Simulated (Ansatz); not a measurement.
**One shape, several levels: singlet CH2NOSi−**

Wanted: a comparison of 6 runs (HF/3-21G, B3LYP/6-31G*, B2PLYP/6-311+G**, PBE0/6-311+G**, r2SCAN/6-311+G**, wB97X/6-311+G**) of singlet CH2NOSi−. 

Program for the calculation: Ansatz 0.2.0.

93 further runs of the same task are left out: 93 set aside as unsound or not needed.

## Step 1: Starting point

CH2NOSi−: 6 atoms, total charge -1, spin state singlet. As SMILES of the parent species, `O=C=N[SiH2]`. Geometry: relaxed at PBE0-D4/def2-TZVP. This is one conformer, not always the lowest. That shape belongs to the parent species and isn't relaxed for this state.

Bond lengths: O1–C2 1.164 Å, C2–N3 1.195 Å, N3–Si4 1.706 Å, Si4–H5 1.486 Å, Si4–H6 1.486 Å. Angles: O1–C2–N3 178.3°, C2–N3–Si4 162.2°, N3–Si4–H5 108.6°, N3–Si4–H6 108.6°, H5–Si4–H6 111.4°.

## Step 2: A single-point energy at HF/3-21G (run 1)

File input.yaml:

```yaml
crystal:
  periodic: [false, false, false]
  atoms:
    - {symbol: O, position_ang: [1.089700, -2.025700, 1.610400]}
    - {symbol: C, position_ang: [0.648500, -1.177800, 0.945400]}
    - {symbol: "N", position_ang: [0.216300, -0.284900, 0.279200]}
    - {symbol: Si, position_ang: [-0.683300, 0.591600, -0.875300]}
    - {symbol: H, position_ang: [0.261300, 1.214200, -1.839100]}
    - {symbol: H, position_ang: [-1.490500, 1.618700, -0.166800]}
basis:
  gaussian:
    orbitals: 3-21G.json
total_charge: -1
hamiltonian:
  xc: hf
accuracy: high
output: {orbitals: {seedname: orbitals}}
```

The basis set 3-21G is read from a file made from the Basis Set Exchange's data (not shown).

On the command line:

```
$ ansatz run input.yaml --threads 1 --pin off --max-ram 3480MiB --events-out events.jsonl --progress --plain --runs-dir runs
```

What it wrote:

```text
Warning: RAYON_NUM_THREADS=1 ignored (pool sized by the plan → 1); use --threads N
Functional definition: HF
  name "HF"
  exchange = exact_x
  correlation = 0
968 factors; integrals over basis functions are off by at most 4.3e-9 eV
mean field evaluation 1: about -12372.7946 eV, gradient 3.0e1 eV
mean field evaluation 2: about -12373.1494 eV, gradient 3.0e1 eV
mean field evaluation 4: about -12375.6021 eV, gradient 3.2e0 eV
mean field evaluation 8: about -12375.6478 eV, gradient 1.9e-1 eV
mean field evaluation 16: about -12375.6481 eV, gradient 4.7e-8 eV
mean field -12375.64806323 eV, -454.7966778082 hartree, gradient 4.7e-8 eV, S^2 0.000000; 0 other end points of the search recorded, 0 dependent functions left out
reference -12375.64806323 eV, -454.7966778082 hartree; 19, 19 occupied and 25, 25 virtual orbitals, 968 factors
Total energy: -12375.64806323 eV, -454.7966778082 hartree
```

Run time: 0.49 s. Hardware: 1 thread of Arm Neoverse V1, shared host.

## Step 3: A single-point energy at B3LYP/6-31G(d) (Cartesian functions) (run 2)

File run.yaml:

```yaml
crystal:
  periodic: [false, false, false]
  atoms:
    - {symbol: O, position_ang: [1.089700, -2.025700, 1.610400]}
    - {symbol: C, position_ang: [0.648500, -1.177800, 0.945400]}
    - {symbol: N, position_ang: [0.216300, -0.284900, 0.279200]}
    - {symbol: Si, position_ang: [-0.683300, 0.591600, -0.875300]}
    - {symbol: H, position_ang: [0.261300, 1.214200, -1.839100]}
    - {symbol: H, position_ang: [-1.490500, 1.618700, -0.166800]}
basis:
  gaussian:
    orbitals: "6-31G*"
total_charge: -1
hamiltonian:
  xc: {name: B3LYP}
accuracy: high
output: {orbitals: {seedname: orbitals}}
```

On the command line:

```
$ ansatz run run.yaml --threads 1 --pin off --max-ram 3480MiB --events-out events.jsonl --progress --plain --runs-dir runs
```

What it wrote:

```text
Warning: RAYON_NUM_THREADS=1 ignored (pool sized by the plan → 1); use --threads N
Functional definition: B3LYP
  name "B3LYP"
  parameter a0 = 0.2
  parameter ax = 0.72
  parameter ac = 0.81
  exchange = (1 - a0 - ax)*slater_x + ax*b88_x + a0*exact_x
  correlation = (1 - ac)*vwn_rpa_c + ac*lyp_c
1345 factors; integrals over basis functions are off by at most 3.1e-9 eV
mean field evaluation 1: about -12481.2374 eV, gradient 3.5e1 eV
mean field evaluation 2: about -12471.6678 eV, gradient 7.7e1 eV
mean field evaluation 4: about -12484.1339 eV, gradient 6.1e0 eV
mean field evaluation 8: about -12484.2859 eV, gradient 2.0e-1 eV
mean field evaluation 16: about -12484.2861 eV, gradient 2.4e-5 eV
mean field -12484.28605120 eV, -458.7890502288 hartree, gradient 4.1e-8 eV, S^2 0.000000; 0 other end points of the search recorded, 0 dependent functions left out
reference -12484.28608496 eV, -458.7890514692 hartree; 19, 19 occupied and 49, 49 virtual orbitals, 1345 factors
Total energy: -12484.28608496 eV, -458.7890514692 hartree
```

Run time: 5.1 s. Hardware: 1 thread of Arm Neoverse V1, shared host; peak memory 0.18 GiB.

## Step 4: The energy at B2PLYP/6-311+G(d,p) (run 3)

Changes to input.yaml since step 2:

```diff
@@ -10,7 +10,6 @@
 basis:
-  gaussian:
-    orbitals: 3-21G.json
+  gaussian: {orbitals: 6-311+G_st__st_-spherical.json}
 total_charge: -1
-hamiltonian:
-  xc: hf
+hamiltonian: {xc: {name: B2PLYP}}
+correlation: {frozen_orbitals: {C: 1, H: 0, "N": 1, O: 1, Si: 5}}
 accuracy: high
```

The basis set 6-311+G** is read from a file made from the Basis Set Exchange's data (not shown).

On the command line:

```
$ ansatz run input.yaml --threads 1 --pin off --max-ram 3480MiB --events-out events.jsonl --progress --plain --runs-dir runs
```

What it wrote (excerpt; [...] marks lines left out):

```text
Warning: RAYON_NUM_THREADS=1 ignored (pool sized by the plan → 1); use --threads N
Functional definition: B2PLYP
  name "B2PLYP"
[...]
1828 factors; integrals over basis functions are off by at most 6.0e-9 eV
[...]
mean field -12473.30474085 eV, -458.3854945165 hartree, gradient 1.2e-8 eV, S^2 0.000000; 0 other end points of the search recorded, 0 dependent functions left out
8 core orbitals not correlated: weight in the atoms' cores, before any rotation towards them, 1.000 or more for the frozen orbitals, at most 0.000 for the correlated occupied ones
reference -12473.30476346 eV, -458.3854953473 hartree; 11, 11 occupied and 89, 89 virtual orbitals, 1828 factors
second order -20.36036765 eV of doubles, -0.00000000 eV of singles
Total energy: -12478.80206272 eV, -458.5875173691 hartree
```

Run time: 13 s. Hardware: 1 thread of Arm Neoverse V1, shared host; peak memory 0.31 GiB.

Runs 4 to 5 aren't shown in full; the table further down has their settings and results.

## Step 5: A single-point energy at wB97X/6-311+G(d,p) (run 6)

Changes to input.yaml since step 4:

```diff
@@ -10,7 +10,8 @@
 basis:
-  gaussian: {orbitals: 6-311+G_st__st_-spherical.json}
+  gaussian:
+    orbitals: 6-311+G_st__st_-spherical.json
+output: {orbitals: {seedname: orbitals}}
+hamiltonian:
+  xc: {name: wB97X}
 total_charge: -1
-hamiltonian: {xc: {name: B2PLYP}}
-correlation: {frozen_orbitals: {C: 1, H: 0, "N": 1, O: 1, Si: 5}}
 accuracy: high
-output: {orbitals: {seedname: orbitals}}
```

The basis set 6-311+G** is read from a file made from the Basis Set Exchange's data (not shown).

On the command line:

```
$ ansatz run input.yaml --threads 1 --pin off --max-ram 3480MiB --events-out events.jsonl --progress --plain --runs-dir runs
```

What it wrote (excerpt; [...] marks lines left out):

```text
Warning: RAYON_NUM_THREADS=1 ignored (pool sized by the plan → 1); use --threads N
Functional definition: wB97X
  name "wB97X"
[...]
      + exact_x_lr(omega)
[...]
      + integral(e_c_pw_opposite_spin*poly(b97_u_opposite, 1, cos1, cos2, cos3, cos4))
1828 factors; integrals over basis functions are off by at most 6.0e-9 eV
404 factors; integrals over basis functions are off by at most 2.1e-9 eV
[...]
mean field -12484.70450374 eV, -458.8044280757 hartree, gradient 8.1e-8 eV, S^2 0.000000; 0 other end points of the search recorded, 0 dependent functions left out
reference -12484.70450005 eV, -458.8044279403 hartree; 19, 19 occupied and 89, 89 virtual orbitals, 1828 factors
Total energy: -12484.70450005 eV, -458.8044279403 hartree
```

It took 29 s on 1 thread of Arm Neoverse V1, shared host; peak memory 0.51 GiB.

## Step 6: Overview of the runs

```csv
run,level,Cartesian functions,frozen core orbitals,energy (Eh),HOMO energy (eV),LUMO energy (eV),HOMO–LUMO gap (eV),wall time
1,HF/3-21G,no,–,-454.796678,-0.59,10.21,10.80,0.49 s
2,B3LYP/6-31G* (Cartesian functions),yes,–,-458.789051,1.48,6.05,4.58,5.1 s
3,B2PLYP/6-311+G**,no,8,-458.587517,-0.03,4.10,4.13,13 s
4,PBE0/6-311+G**,no,–,-458.547949,0.59,3.65,3.06,8.1 s
5,r2SCAN/6-311+G**,no,–,-458.746307,1.29,3.65,2.37,13 s
6,wB97X/6-311+G**,no,–,-458.804428,-1.39,5.06,6.45,29 s
```

## Step 7: Results

```
                                                    quantity          value
                                         run 6: total energy  -458.80443 Eh
                                          run 6: HOMO energy       -1.39 eV
                                          run 6: LUMO energy        5.06 eV
run 6: HOMO–LUMO gap (to an unbound level, set by the basis)        6.45 eV
```

**Reading.** The HOMO–LUMO gap runs from 2.37 eV (r2SCAN/6-311+G**) to 10.80 eV (HF/3-21G). The two ends differ in method and basis. The empty levels of an anion lie above zero and hang on the basis. Totals of different functionals can't be ranked against each other. In runs 2, 4, 5 the HOMO lies above zero, so the outermost electron may be held by the basis alone. All runs together took 69 s, the longest 29 s.
